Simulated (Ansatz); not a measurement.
# CH6AlFO2Si: the cost of one run

Program: Ansatz 0.2.0, Gaussian basis. Level of theory: the settings change from run to run. These are calculated values, not measurements.

## Step 1: The molecule

An earlier PBE0-D4 in a triple-zeta def2 set relaxation fixed the geometry.

SMILES `C[O][Al]([F])[O][SiH3]`, 12 atoms, charge 0, spin multiplicity 1.

Atoms are counted from 1 here; the program's logs count them from 0.

Bond lengths: C1–O2 1.400 Å, C1–H7 1.094 Å, C1–H8 1.094 Å, C1–H9 1.096 Å, O2–Al3 1.668 Å, Al3–F4 1.638 Å, Al3–O5 1.669 Å, O5–Si6 1.626 Å, Si6–H10 1.486 Å, Si6–H11 1.487 Å, Si6–H12 1.486 Å. Angles: O2–C1–H7 109.8°, O2–C1–H8 109.9°, O2–C1–H9 112.6°, H7–C1–H8 108.0°, H7–C1–H9 108.2°, H8–C1–H9 108.2°, C1–O2–Al3 134.6°, O2–Al3–F4 117.9°, O2–Al3–O5 122.3°, F4–Al3–O5 119.8°, Al3–O5–Si6 170.0°, O5–Si6–H10 110.0°, O5–Si6–H11 109.6°, O5–Si6–H12 110.3°, H10–Si6–H11 108.9°, H10–Si6–H12 109.1°, H11–Si6–H12 108.9°.

## Step 2: PBEsol/aug-cc-pVDZ

This run has unrestricted orbitals, density fitting with def2-universal-jkfit.

The input, in.yaml:

```yaml
crystal:
  periodic: [false, false, false]
  atoms:
    - {symbol: C, position_ang: [-0.079876, 1.995927, 1.448321]}
    - {symbol: O, position_ang: [0.916690, 1.698029, 0.510868]}
    - {symbol: Al, position_ang: [1.185351, 0.441993, -0.553977]}
    - {symbol: F, position_ang: [2.524691, 0.507676, -1.495247]}
    - {symbol: O, position_ang: [0.143831, -0.855490, -0.682242]}
    - {symbol: Si, position_ang: [-0.692802, -2.210953, -1.008076]}
    - {symbol: H, position_ang: [-0.549658, 2.952414, 1.199743]}
    - {symbol: H, position_ang: [0.362278, 2.084811, 2.445229]}
    - {symbol: H, position_ang: [-0.862920, 1.229852, 1.487918]}
    - {symbol: H, position_ang: [0.037227, -3.396884, -0.488192]}
    - {symbol: H, position_ang: [-2.026729, -2.141603, -0.355532]}
    - {symbol: H, position_ang: [-0.881283, -2.361071, -2.474913]}
basis:
  gaussian: {orbitals: aug-cc-pVDZ, fitting: {mean_field: def2-universal-jkfit}}
magnetization: {spin_polarized: true, initial_magnetization: 0}
hamiltonian: {xc: {name: PBEsol}}
output: {forces: true}
```

The run is started by

```
$ ansatz run in.yaml --threads 2 --pin off --events-out ev --progress --plain --max-ram 32768MiB --backend cpu
```

**Question.** How long does this run take on 2 threads of AMD EPYC 7R13, shared host, and how much memory does it need?

About 9.5 s, with a peak of 0.36 GiB.
